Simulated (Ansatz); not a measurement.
**HF/STO-3G run of CH5FOSi (SMILES CO[SiH2]F)**

Aim: the energy change on altering one bond length of CH5FOSi at HF/STO-3G, from 2 runs. 

The calculation is run with Ansatz 0.2.0.

128 further runs of the same task are left out: 128 set aside as unsound or not needed. Runs told in other sessions of the task aren't counted.

### Step 1. The system as given

CH5FOSi: 9 atoms, total charge 0, spin state singlet. SMILES: `CO[SiH2]F`. Geometry: relaxed at PBE0-D4/def2-TZVP. This is one conformer, not always the lowest.

Bond lengths: C1–O2 1.412 Å, O2–Si3 1.623 Å, Si3–F4 1.598 Å, C1–H5 1.094 Å, C1–H6 1.091 Å, C1–H7 1.096 Å, Si3–H8 1.474 Å, Si3–H9 1.483 Å. Some angles: C1–O2–Si3 125.2°, O2–Si3–F4 111.1°, O2–C1–H5 110.6°, O2–C1–H6 108.3°, O2–C1–H7 111.7°, O2–Si3–H8 106.8°, O2–Si3–H9 110.6°, F4–Si3–H8 108.2°, F4–Si3–H9 105.9°, H5–C1–H6 108.8°.

### Step 2. The energy at HF/STO-3G

Contents of job.yaml:

```yaml
crystal:
  periodic: [false, false, false]
  atoms:
    - {symbol: C, position_ang: [-0.280200, 1.150700, -0.688400]}
    - {symbol: O, position_ang: [-0.743600, -0.064200, -0.138000]}
    - {symbol: Si, position_ang: [0.168900, -1.127700, 0.679900]}
    - {symbol: F, position_ang: [1.202000, -1.865200, -0.290100]}
    - {symbol: H, position_ang: [0.189600, 0.979000, -1.660800]}
    - {symbol: H, position_ang: [-1.135900, 1.813600, -0.823000]}
    - {symbol: H, position_ang: [0.443400, 1.643500, -0.029000]}
    - {symbol: H, position_ang: [-0.748200, -2.141700, 1.231900]}
    - {symbol: H, position_ang: [0.992400, -0.434200, 1.700300]}
basis:
  gaussian:
    orbitals: STO-3G
magnetization:
  spin_polarized: false
  initial_magnetization: 0
hamiltonian:
  xc: hf
accuracy: high
output: {orbitals: {seedname: orbitals}}
```

Run with:

```
ansatz run job.yaml --threads 1 --pin off --max-ram 3480MiB --events-out events.jsonl --progress --plain --runs-dir runs
```

The log of the run:

```text
Warning: RAYON_NUM_THREADS=1 ignored (pool sized by the plan → 1); use --threads N
Functional definition: HF
  name "HF"
  exchange = exact_x
  correlation = 0
580 factors; integrals over basis functions are off by at most 2.7e-8 eV
mean field evaluation 1: about -13544.0066 eV, gradient 2.5e1 eV
mean field evaluation 2: about -13544.1468 eV, gradient 2.5e1 eV
mean field evaluation 4: about -13546.5662 eV, gradient 1.5e0 eV
mean field evaluation 8: about -13546.5771 eV, gradient 3.2e-2 eV
mean field -13546.57715016 eV, -497.8275280686 hartree, gradient 2.1e-8 eV, S^2 0.000000; 0 other end points of the search recorded, 0 dependent functions left out
reference -13546.57715016 eV, -497.8275280686 hartree; 21, 21 occupied and 8, 8 virtual orbitals, 580 factors
Total energy: -13546.57715016 eV, -497.8275280686 hartree
```

It took 0.25 s on 1 thread of Arm Neoverse V2, shared host.

### Step 3. The distorted shape at the same level

Contents of run.yaml:

```yaml
crystal:
  periodic: [false, false, false]
  atoms:
    - symbol: C
      position_ang: [-0.553946, 1.469745, -0.933766]
    - symbol: O
      position_ang: [-1.017346, 0.254845, -0.383366]
    - symbol: Si
      position_ang: [0.168900, -1.127700, 0.679900]
    - symbol: F
      position_ang: [1.202000, -1.865200, -0.290100]
    - symbol: H
      position_ang: [-0.084146, 1.298045, -1.906166]
    - symbol: H
      position_ang: [-1.409646, 2.132645, -1.068366]
    - symbol: H
      position_ang: [0.169654, 1.962545, -0.274366]
    - symbol: H
      position_ang: [-0.748200, -2.141700, 1.231900]
    - symbol: H
      position_ang: [0.992400, -0.434200, 1.700300]
basis:
  gaussian:
    orbitals: STO-3G
hamiltonian:
  xc: hf
accuracy: high
output:
  orbitals: {seedname: orbitals}
```

Run with:

```
ansatz run run.yaml --threads 1 --pin off --max-ram 3480MiB --events-out events.jsonl --progress --plain --runs-dir runs
```

The log of the run:

```text
Warning: RAYON_NUM_THREADS=1 ignored (pool sized by the plan → 1); use --threads N
Functional definition: HF
  name "HF"
  exchange = exact_x
  correlation = 0
557 factors; integrals over basis functions are off by at most 3.7e-8 eV
mean field evaluation 1: about -13539.9926 eV, gradient 3.1e1 eV
mean field evaluation 2: about -13540.1242 eV, gradient 3.1e1 eV
mean field evaluation 4: about -13544.3793 eV, gradient 2.0e0 eV
mean field evaluation 8: about -13544.4005 eV, gradient 5.8e-2 eV
mean field -13544.40050480 eV, -497.7475378271 hartree, gradient 1.1e-8 eV, S^2 0.000000; 0 other end points of the search recorded, 0 dependent functions left out
reference -13544.40050480 eV, -497.7475378271 hartree; 21, 21 occupied and 8, 8 virtual orbitals, 557 factors
Total energy: -13544.40050480 eV, -497.7475378271 hartree
```

Run time: 0.25 s. Hardware: 1 thread of Arm Neoverse V2, shared host.

### Step 4. What came out

Level: HF/STO-3G.

| quantity | value |
| --- | --- |
| first shape: total energy | -497.82753 Eh |
| first shape: HOMO energy | -9.12 eV |
| first shape: LUMO energy | 12.80 eV |
| first shape: HOMO–LUMO gap | 21.92 eV |
| distorted shape: total energy | -497.74754 Eh |
| distorted shape: HOMO energy | -7.63 eV |
| distorted shape: LUMO energy | 7.58 eV |
| distorted shape: HOMO–LUMO gap | 15.21 eV |
| energy change with the O2–Si3 bond stretched from 1.623 to 2.109 Å | 2.177 eV |

What this shows: With the O2–Si3 bond stretched from 1.623 to 2.109 Å the energy rises by 2.18 eV (210 kJ/mol). The first shape isn't relaxed at this level, so the change isn't measured from a minimum. The minimal basis adds a large error of its own.
